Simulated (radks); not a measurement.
**Pb²⁺ with its nuclear charge varied continuously**

The task here is to estimate one member of a computed series from the others.

Method: Dirac Kohn-Sham, LDA (Slater exchange, Perdew-Wang correlation), spin-unpolarised, spherical densities, finite nucleus. Code: radks (a radial shooting solver on a logarithmic mesh, Libxc functionals) version 1.

**The atom as given**

| Item | Value |
| --- | --- |
| element | lead (Z = 82) |
| charge | +2 |
| electrons | 80 |
| configuration | [Hg] |
| nuclear rms radius | 5.5012 fm |

The outer shells:

Pb²⁺
```
[Xe] core
4f [↑↓][↑↓][↑↓][↑↓][↑↓][↑↓][↑↓]
5d [↑↓][↑↓][↑↓][↑↓][↑↓]
6s [↑↓]
```

The first run:

Input:

```text
Z 82
configuration [Hg]
relativity Dirac
functional lda,pw
spin unpolarised
j_filling average
nucleus finite rms 5.5012 fm
c 137.035999084
```

Steps of the session up to this table: Z = 82.

One of the session's tables, all rows but one given; the rest of the session is left out.

It belongs to the step «Z = 82». From the orbitals of this run (lengths in bohr):

```
level     <r>  outermost maximum (interpolated)  90 % within  nodes
5s1/2  0.8536                             0.789         1.22      4
4f5/2  0.4508                             0.347        0.716      0
4f7/2  0.4572                             0.352        0.726      0
5p1/2  0.9115                             0.827         1.31      3
5p3/2   1.004                             0.905         1.45      3
5d3/2   1.268                              1.05         1.92      2
5d5/2       ?                                 ?            ?      ?
6s1/2   2.170                              1.92         3.13      5
```

Estimate the missing values for 5d5/2.

**Answer.** <r>: 1.314; outermost maximum (interpolated): 1.09; 90 % within: 1.99; nodes: 2. In the column «<r>» it lies between 5d3/2 (1.268) and 6s1/2 (2.170).
